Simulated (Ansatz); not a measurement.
# Hg3Sb3Pb: the cost of one run

Method: DFT PBE, scalar-relativistic, plane waves, PAW, in Ansatz 0.2.0.

## (1) The structure to begin with

It takes space group Pm-3m (No. 221, cubic). Conventional cell: a = 5.959 Å, b = 5.959 Å, c = 5.959 Å, α = 90.00°, β = 90.00°, γ = 90.00°. Around Hg (site symmetry 4/mmm) lie 4 Sb at 2.98 Å. Sb (site symmetry 4/mmm) has 4 Hg at 2.98 Å and 2 Pb at 2.98 Å as nearest neighbours. Pb (site symmetry m-3m) has 6 Sb at 2.98 Å as nearest neighbours.

Coordinates:

```cif
data_structure
_symmetry_space_group_name_H-M 'P 1'
_symmetry_Int_Tables_number 1
_cell_length_a 5.9592
_cell_length_b 5.9592
_cell_length_c 5.9592
_cell_angle_alpha 90.000
_cell_angle_beta 90.000
_cell_angle_gamma 90.000
_cell_volume 211.63
loop_
_atom_site_label
_atom_site_type_symbol
_atom_site_fract_x
_atom_site_fract_y
_atom_site_fract_z
_atom_site_occupancy
Hg1 Hg 0.50000 0.00000 0.00000 1
Hg2 Hg 0.00000 0.50000 0.00000 1
Hg3 Hg 0.00000 0.00000 0.50000 1
Sb1 Sb 0.50000 0.50000 0.00000 1
Sb2 Sb 0.00000 0.50000 0.50000 1
Sb3 Sb 0.50000 0.00000 0.50000 1
Pb1 Pb 0.50000 0.50000 0.50000 1
```

A structure generator made this guess: species swapped into a database cell of La3GaBr3 (Pm-3m, No. 221), with Sb on the La sites, Pb on the Ga sites and Hg on the Br sites. Its size is a rough estimate.

## (2) Probe: one point on a coarse mesh

Input file input.yaml:

```yaml
crystal:
  lattice:
    - [5.95923543, 0.0, 0.0]
    - [0.0, 5.95923543, 0.0]
    - [0.0, 0.0, 5.95923543]
  atoms:
    - { symbol: Hg, position: [0.5, 0.0, 0.0] }
    - { symbol: Hg, position: [0.0, 0.5, 0.0] }
    - { symbol: Hg, position: [0.0, 0.0, 0.5] }
    - { symbol: Sb, position: [0.5, 0.5, 0.0] }
    - { symbol: Sb, position: [0.0, 0.5, 0.5] }
    - { symbol: Sb, position: [0.5, 0.0, 0.5] }
    - { symbol: Pb, position: [0.5, 0.5, 0.5] }
basis:
  ecutwfc: 420
kpoints:
  mp_grid: { grid: [4, 4, 4] }
hamiltonian:
  xc: pbe
scf:
  occupations: { method: gaussian, width: 0.1 }
  lower_state_search: "off"
output:
  forces: true
  stress: true
  eigenvalues: true
```

Launch:

```bash
> ansatz run input.yaml --threads 1 --pin off --max-ram 2048MiB --backend cpu --events-out ev --progress --plain --runs-dir out
```

**Question.** How long does this run take on 1 thread of Arm Neoverse V2, shared host, and how much memory does it need?

About 7.5 s, with a peak of 0.5 GiB.
